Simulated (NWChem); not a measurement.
**C7H16 (3-methylhexane): levels of theory compared**

We compute a comparison of 3 runs (HF/STO-3G, B3LYP/3-21G, M06-2X/pcseg-1) of C7H16 (3-methylhexane). 

Program for the calculation: NWChem 7.3.0.

## 1. The structure to begin with

The species is C7H16 (23 atoms), meant as a singlet with charge 0. SMILES: `CCCC(C)CC`. The shape is that of a PBE0-D4/def2-TZVP optimisation. This is one conformer, not always the lowest.

Some bond lengths: C1–C2 1.519 Å, C2–C3 1.520 Å, C3–C4 1.527 Å, C4–C5 1.523 Å, C4–C6 1.528 Å, C6–C7 1.519 Å, C1–H8 1.094 Å, C1–H9 1.094 Å, C1–H10 1.093 Å, C2–H11 1.097 Å, C2–H12 1.094 Å, C3–H13 1.097 Å, C3–H14 1.099 Å, C4–H15 1.100 Å, C5–H16 1.091 Å, C5–H17 1.095 Å. Some angles: C1–C2–C3 112.5°, C2–C3–C4 115.4°, C3–C4–C5 111.8°, C3–C4–C6 109.9°, C5–C4–C6 111.7°, C4–C6–C7 114.9°, C1–C2–H11 109.6°, C1–C2–H12 109.2°, C3–C2–H11 109.1°, C3–C2–H12 110.1°.

## 2. Energy and forces at HF/STO-3G (run 1)

File a.xyz:

```xyz
23

C     -3.173500     0.958000    -0.294700
C     -2.045200    -0.042100    -0.109400
C     -0.678100     0.622200    -0.074600
C      0.496000    -0.310200     0.212400
C      0.664200    -1.360400    -0.877100
C      1.771600     0.506000     0.413500
C      2.974800    -0.293900     0.883200
H     -3.188900     1.690100     0.517700
H     -3.058500     1.510800    -1.231500
H     -4.148700     0.466000    -0.317600
H     -2.197200    -0.600000     0.822300
H     -2.084000    -0.780800    -0.915900
H     -0.693000     1.409000     0.690100
H     -0.499700     1.135500    -1.029400
H      0.283900    -0.830800     1.157900
H     -0.234300    -1.968600    -0.995500
H      0.873200    -0.882300    -1.840200
H      1.488000    -2.042200    -0.658000
H      2.013300     1.018600    -0.526300
H      1.563200     1.297000     1.142700
H      3.296200    -1.027100     0.140500
H      3.826700     0.360300     1.082800
H      2.750000    -0.835000     1.807200
```

File run.py:

```python
from ase.io import read
from ase.calculators.nwchem import NWChem

molecule = read('a.xyz')

calc = NWChem(
    label='a',
    theory='scf',
    memory='2200 mb',
    basis='STO-3G',
    basispar='spherical bse',
    scf={'nopen': '0', 'rhf': None, 'thresh': '1e-08', 'maxiter': '80'},
)
molecule.calc = calc

forces = molecule.get_forces()
e = molecule.get_potential_energy()
print(f"E = {e:.6f} eV")
print("forces (eV/A):")
for s, f in zip(molecule.symbols, forces):
    print(f"{s:2s} {f[0]:10.5f} {f[1]:10.5f} {f[2]:10.5f}")
print("dipole (e A):", molecule.get_dipole_moment().round(4))
```

On the command line:

```
$ export ASE_NWCHEM_COMMAND="nwchem PREFIX.nwi > PREFIX.nwo"
$ python run.py
```

Output:

```text
E = -7379.727176 eV
forces (eV/A):
C    -0.92611    1.00283   -0.16681
C    -0.28184   -1.58565    0.19947
C     0.22338    1.79278   -0.37867
C    -0.28935   -0.92930    1.22786
C     0.19206   -0.86440   -1.14789
C     0.11436    1.58447   -0.37867
C     1.02746   -0.77431    0.48666
H     0.02782   -0.25176   -0.22106
H    -0.00432   -0.20101    0.27125
H     0.30416    0.04484    0.02072
H     0.00319    0.22641   -0.26287
H    -0.00972    0.27357    0.18856
H    -0.00540   -0.32571   -0.23598
H    -0.10048   -0.22929    0.34679
H     0.07461    0.15216   -0.35373
H     0.24307    0.20836    0.08577
H    -0.07518   -0.19180    0.35054
H    -0.24379    0.23304   -0.01059
H    -0.00627   -0.21212    0.32072
H     0.10351   -0.28858   -0.16296
H    -0.13051    0.24343    0.18219
H    -0.27979   -0.09523   -0.06803
H     0.03908    0.18733   -0.29331
dipole (e A): [0.     0.0016 0.0045]
```

The calculator wrote a.nwi:

```
title "a"

permanent_dir a

scratch_dir a

start a

geometry units angstrom nocenter noautosym noautoz
  C  -3.1735000000000002e+00 9.5799999999999996e-01 -2.9470000000000002e-01
  C  -2.0451999999999999e+00 -4.2099999999999999e-02 -1.0940000000000000e-01
  C  -6.7810000000000004e-01 6.2219999999999998e-01 -7.4600000000000000e-02
  C  4.9600000000000000e-01 -3.1019999999999998e-01 2.1240000000000001e-01
  C  6.6420000000000001e-01 -1.3604000000000001e+00 -8.7709999999999999e-01
  C  1.7716000000000001e+00 5.0600000000000001e-01 4.1349999999999998e-01
  C  2.9748000000000001e+00 -2.9389999999999999e-01 8.8319999999999999e-01
  H  -3.1888999999999998e+00 1.6900999999999999e+00 5.1770000000000005e-01
  H  -3.0585000000000000e+00 1.5107999999999999e+00 -1.2315000000000000e+00
  H  -4.1486999999999998e+00 4.6600000000000003e-01 -3.1759999999999999e-01
  H  -2.1972000000000000e+00 -5.9999999999999998e-01 8.2230000000000003e-01
  H  -2.0840000000000001e+00 -7.8080000000000005e-01 -9.1590000000000005e-01
  H  -6.9299999999999995e-01 1.4090000000000000e+00 6.9010000000000005e-01
  H  -4.9969999999999998e-01 1.1355000000000000e+00 -1.0294000000000001e+00
  H  2.8389999999999999e-01 -8.3079999999999998e-01 1.1578999999999999e+00
  H  -2.3430000000000001e-01 -1.9685999999999999e+00 -9.9550000000000005e-01
  H  8.7319999999999998e-01 -8.8229999999999997e-01 -1.8402000000000001e+00
  H  1.4880000000000000e+00 -2.0421999999999998e+00 -6.5800000000000003e-01
  H  2.0133000000000001e+00 1.0185999999999999e+00 -5.2629999999999999e-01
  H  1.5631999999999999e+00 1.2969999999999999e+00 1.1427000000000000e+00
  H  3.2961999999999998e+00 -1.0270999999999999e+00 1.4050000000000001e-01
  H  3.8267000000000002e+00 3.6030000000000001e-01 1.0828000000000000e+00
  H  2.7500000000000000e+00 -8.3499999999999996e-01 1.8071999999999999e+00
end

memory 2200 mb

basis spherical bse noprint
   * library STO-3G
end

scf
  nopen 0
  rhf
  thresh 1e-08
  maxiter 80
end

task scf gradient
```

a.nwo, cut to the lines that bear on the results:

```text
[...]
      One-electron energy =  -1008.901253755913
[... 1 line left out ...]
 Nuclear repulsion energy =    324.095069280279
[... 47 lines left out ...]
                       ROHF Final Molecular Orbital Analysis
[... 272 lines left out ...]
     1   1 0 0      0.000021      0.000000      0.092597
[...]
  wavefunction    =   RHF
                         RHF ENERGY GRADIENTS
    atom               coordinates                        gradient
                 x          y          z           x          y          z
   1 C      -5.997045   1.810357  -0.556902    0.018010  -0.019502   0.003244
   2 C      -3.864868  -0.079557  -0.206736    0.005481   0.030836  -0.003879
   3 C      -1.281423   1.175788  -0.140974   -0.004344  -0.034864   0.007364
[... 19 lines of this table left out ...]
  23 H       5.196746  -1.577921   3.415113   -0.000760  -0.003643   0.005704
[...]
```

Wall time 10 s (1 thread of AMD EPYC 9R45 (Zen 5), shared host); peak memory 0.097 GiB.

## 3. Energy and gradient at B3LYP/3-21G (run 2)

File struct.nw:

```
start struct
memory 2200 mb

geometry units angstroms noautosym nocenter noautoz
   C       -3.173500       0.958000      -0.294700
   C       -2.045200      -0.042100      -0.109400
   C       -0.678100       0.622200      -0.074600
   C        0.496000      -0.310200       0.212400
   C        0.664200      -1.360400      -0.877100
   C        1.771600       0.506000       0.413500
   C        2.974800      -0.293900       0.883200
   H       -3.188900       1.690100       0.517700
   H       -3.058500       1.510800      -1.231500
   H       -4.148700       0.466000      -0.317600
   H       -2.197200      -0.600000       0.822300
   H       -2.084000      -0.780800      -0.915900
   H       -0.693000       1.409000       0.690100
   H       -0.499700       1.135500      -1.029400
   H        0.283900      -0.830800       1.157900
   H       -0.234300      -1.968600      -0.995500
   H        0.873200      -0.882300      -1.840200
   H        1.488000      -2.042200      -0.658000
   H        2.013300       1.018600      -0.526300
   H        1.563200       1.297000       1.142700
   H        3.296200      -1.027100       0.140500
   H        3.826700       0.360300       1.082800
   H        2.750000      -0.835000       1.807200
end

basis spherical bse
   C library 3-21G
   H library 3-21G
end

dft
   xc b3lyp
   grid fine
   convergence energy 1e-08
   iterations 100
   mulliken
end

task dft gradient
```

On the command line:

```
$ nwchem struct.nw > struct.out
```

Output, cut to the lines that bear on the results:

```text
[...]
          Wavefunction type:  closed shell.
          No. of atoms     :    23
          No. of electrons :    58
[...]
          Charge           :     0
          Spin multiplicity:     1
[...]
          AO basis - number of functions:    95
[...]
              XC Information
              --------------
                         B3LYP Method XC Potential
                     Hartree-Fock (Exact) Exchange  0.200
                        Slater Exchange Functional  0.800 local
                    Becke 1988 Exchange Functional  0.720 non-local
              Lee-Yang-Parr Correlation Functional  0.810
                  VWN I RPA Correlation Functional  0.190 local
[...]
 d= 0,ls=0.0,diis     1   -274.8360001231 -5.99D+02  6.44D-03  6.48D-01     3.3
[...]
 d= 0,ls=0.0,diis     8   -274.9047083818 -2.80D-10  3.91D-07  1.72D-09    19.4
         Total DFT energy =     -274.904708381764
      One electron energy =    -1010.233977596066
           Coulomb energy =      455.169510838704
    Exchange-Corr. energy =      -43.935310904682
 Nuclear repulsion energy =      324.095069280280
[...]
      Total Density - Mulliken Population Analysis
     ---------------------------------------------
[...]
  wavefunction    = closed shell
                         DFT ENERGY GRADIENTS
    atom               coordinates                        gradient
                 x          y          z           x          y          z
   1 C      -5.997045   1.810357  -0.556902    0.008380  -0.008060   0.001458
   2 C      -3.864868  -0.079557  -0.206736    0.002168   0.013030  -0.001378
   3 C      -1.281423   1.175788  -0.140974   -0.001459  -0.012651   0.003334
   4 C       0.937304  -0.586193   0.401378    0.002066   0.007104  -0.009602
   5 C       1.255156  -2.570783  -1.657479   -0.001554   0.006536   0.008887
   6 C       3.347839   0.956201   0.781402   -0.001220  -0.011940   0.003293
   7 C       5.621557  -0.555390   1.669006   -0.008740   0.006407  -0.003814
   8 H      -6.026147   3.193826   0.978311   -0.000483  -0.001211  -0.002106
   9 H      -5.779727   2.854998  -2.327198   -0.000773  -0.000800   0.002202
  10 H      -7.839906   0.880612  -0.600177    0.001953   0.001622  -0.000034
  11 H      -4.152106  -1.133836   1.553922    0.000277   0.000420  -0.002372
[...]
```

Wall time 25 s (1 thread of AMD EPYC 9R45 (Zen 5), shared host); peak memory 0.13 GiB.

## 4. Energy and gradient at M06-2X/pcseg-1 (run 3)

File job.nw:

```
start job
title "C7H16"
memory total 2200 mb
charge 0

geometry units angstroms noautosym nocenter noautoz
  C    -3.173500    0.958000   -0.294700
  C    -2.045200   -0.042100   -0.109400
  C    -0.678100    0.622200   -0.074600
  C     0.496000   -0.310200    0.212400
  C     0.664200   -1.360400   -0.877100
  C     1.771600    0.506000    0.413500
  C     2.974800   -0.293900    0.883200
  H    -3.188900    1.690100    0.517700
  H    -3.058500    1.510800   -1.231500
  H    -4.148700    0.466000   -0.317600
  H    -2.197200   -0.600000    0.822300
  H    -2.084000   -0.780800   -0.915900
  H    -0.693000    1.409000    0.690100
  H    -0.499700    1.135500   -1.029400
  H     0.283900   -0.830800    1.157900
  H    -0.234300   -1.968600   -0.995500
  H     0.873200   -0.882300   -1.840200
  H     1.488000   -2.042200   -0.658000
  H     2.013300    1.018600   -0.526300
  H     1.563200    1.297000    1.142700
  H     3.296200   -1.027100    0.140500
  H     3.826700    0.360300    1.082800
  H     2.750000   -0.835000    1.807200
end

basis spherical bse
  * library pcseg-1
end

dft
  xc m06-2x
  mult 1
  grid fine
  convergence energy 1e-08
  maxiter 100
  mulliken
  print medium
end

task dft gradient
```

On the command line:

```
$ nwchem job.nw > job.out
```

Output, cut to the lines that bear on the results:

```text
[...]
          Wavefunction type:  closed shell.
          No. of atoms     :    23
          No. of electrons :    58
[...]
          Charge           :     0
          Spin multiplicity:     1
[...]
          AO basis - number of functions:   178
[...]
              XC Information
              --------------
                       M06-2X Method XC Functional
                     Hartree-Fock (Exact) Exchange  0.540
                        M06-2X Exchange Functional  1.000
                      M06-2X Correlation Potential  1.000
[...]
 d= 0,ls=0.0,diis     1   -276.1253539994 -6.00D+02  3.24D-03  3.40D-01    10.1
[...]
 d= 0,ls=0.0,diis     8   -276.1790109054 -3.91D-09  9.56D-07  4.93D-08    72.6
         Total DFT energy =     -276.179010905358
      One electron energy =    -1011.779516442950
           Coulomb energy =      455.364992695636
    Exchange-Corr. energy =      -43.859556438324
 Nuclear repulsion energy =      324.095069280280
[...]
      Total Density - Mulliken Population Analysis
     ---------------------------------------------
[...]
  wavefunction    = closed shell
                         DFT ENERGY GRADIENTS
    atom               coordinates                        gradient
                 x          y          z           x          y          z
   1 C      -5.997045   1.810357  -0.556902    0.000958  -0.000823   0.000190
   2 C      -3.864868  -0.079557  -0.206736    0.000300   0.001178  -0.000033
   3 C      -1.281423   1.175788  -0.140974   -0.000103  -0.000974   0.000023
   4 C       0.937304  -0.586193   0.401378    0.000097   0.000588  -0.001063
   5 C       1.255156  -2.570783  -1.657479   -0.000019   0.000237   0.000456
   6 C       3.347839   0.956201   0.781402   -0.000088  -0.000988   0.000070
   7 C       5.621557  -0.555390   1.669006   -0.000823   0.000726  -0.000394
   8 H      -6.026147   3.193826   0.978311   -0.000060  -0.001324  -0.001753
   9 H      -5.779727   2.854998  -2.327198   -0.000391  -0.000951   0.001905
  10 H      -7.839906   0.880612  -0.600177    0.001794   0.001037   0.000018
  11 H      -4.152106  -1.133836   1.553922    0.000159   0.001178  -0.001917
[...]
```

It took 96 s on 1 thread of AMD EPYC 9R45 (Zen 5), shared host; peak memory 0.14 GiB.

## 5. All runs side by side

```tsv
run	level	iteration cap	module	energy (Eh)	dipole moment (D)	HOMO energy (eV)	LUMO energy (eV)	wall time
1	HF/STO-3G	80	scf	-271.199974	0.02	-10.64	15.34	10 s
2	B3LYP/3-21G	100	dft	-274.904708	0.03	-8.18	2.95	25 s
3	M06-2X/pcseg-1	100	dft	-276.179011	0.07	-9.80	2.19	96 s
```

## 6. Outcome

| quantity | value |
| --- | --- |
| run 3: total energy | -276.17901 Eh |
| run 3: dipole moment | 0.07 D |
| run 3: HOMO energy | -9.80 eV |
| run 3: LUMO energy | 2.19 eV |
| run 3: HOMO–LUMO gap | 11.99 eV |
| run 3: largest force on an atom | 0.144 eV/Å |

The dipole moment (its size) runs from 0.02 D (HF/STO-3G) to 0.07 D (M06-2X/pcseg-1). The two ends differ in method and basis. The HOMO–LUMO gap runs from 11.13 eV (B3LYP/3-21G) to 25.98 eV (HF/STO-3G). Totals of different functionals can't be ranked against each other. In run 1 the basis is minimal, so the values are rough. All runs together took 2.2 min, the longest 96 s.
